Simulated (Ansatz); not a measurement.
Runs of Ansatz 0.2.0 on LiY3. It takes space group I4/mmm (No. 139, tetragonal). Conventional cell: a = 4.734 Å, b = 4.734 Å, c = 10.653 Å, α = 90.00°, β = 90.00°, γ = 90.00°. Around Y (site symmetry 4/mmm) lie 4 Li at 3.35 Å and 8 Y at 3.56 Å. Around Y (site symmetry -4m2) lie 8 Y at 3.35 to 3.56 Å and 4 Li at 3.56 Å. Around Li (site symmetry 4/mmm) lie 12 Y at 3.35 to 3.56 Å. The cell comes from a database or a generator and needn't be the stable form of this composition.

```tsv
task	level	U	cell	k mesh	cutoff (eV)	hubbard projectors	double counting	points for each segment of the path	gap on the mesh (eV)	pressure (GPa)	relaxed volume (Å³/atom)
single point	PBE+U	Y d U = 8 eV	as given	6 × 6 × 6	420	ortho-atomic (the default)	fll (the default)	-	none	(c)	-
single point	PBE+U	Y d U = 6 eV	as given	6 × 6 × 6	420	ortho-atomic (the default)	fll (the default)	-	none	9.2	-
single point	PBE+U	Y d U = 4 eV	as given	6 × 6 × 6	420	ortho-atomic (the default)	fll (the default)	-	none	(a)	-
relaxation of cell and atoms	PBEsol	-	relaxed	6 × 6 × 6	420	-	-	-	none	0.0	(b)
single point	PBE	-	as given	6 × 6 × 6	420	-	-	-	none	0.0	-
single point	PBE	-	as given	8 × 8 × 8	420	-	-	-	none	0.0	-
single point	PBE+U	Y d U = 2 eV	as given	6 × 6 × 6	420	ortho-atomic (the default)	fll (the default)	-	none	2.7	-
single point	PBE+U	Y d U = 3 eV	as given	6 × 6 × 6	420	ortho-atomic (the default)	fll (the default)	-	none	4.2	-
relaxation of cell and atoms	RPBE	-	relaxed	6 × 6 × 6	420	-	-	-	none	0.0	31.16
band structure	PBEsol	-	as given	6 × 6 × 6	420	-	-	14	none	-1.5	-
relaxation of cell and atoms	r2SCAN	-	relaxed	6 × 6 × 6	500	-	-	-	none	0.0	30.42
```

Alike in all rows: potentials or basis Ansatz PAW; no spin polarisation; smearing fermi-dirac 0.05 eV.

**Question.** Fill in the values left out.

**Answer.** (a) 5.8; (b) 28.42; (c) 12.9.

Caveats: U without spin polarisation on a metal has little footing (some runs); the U is typed as a test and isn't derived for this compound (some runs); the PAW data sets come from PBE, with cores solved anew for the run's functional, which leaves a small shift of forces and pressure (some runs); the plane-wave basis is chosen anew once the cell has moved, so the energies of steps on either side of that aren't comparable (some runs); the potentials were made for another functional, which shifts forces and pressure (some runs).

A k mesh can miss the band edges, and the runs leave out spin-orbit coupling on Y.

A gap of «none» marks a metal or a gap under the smearing width.

Not every run made on this cell is shown here.
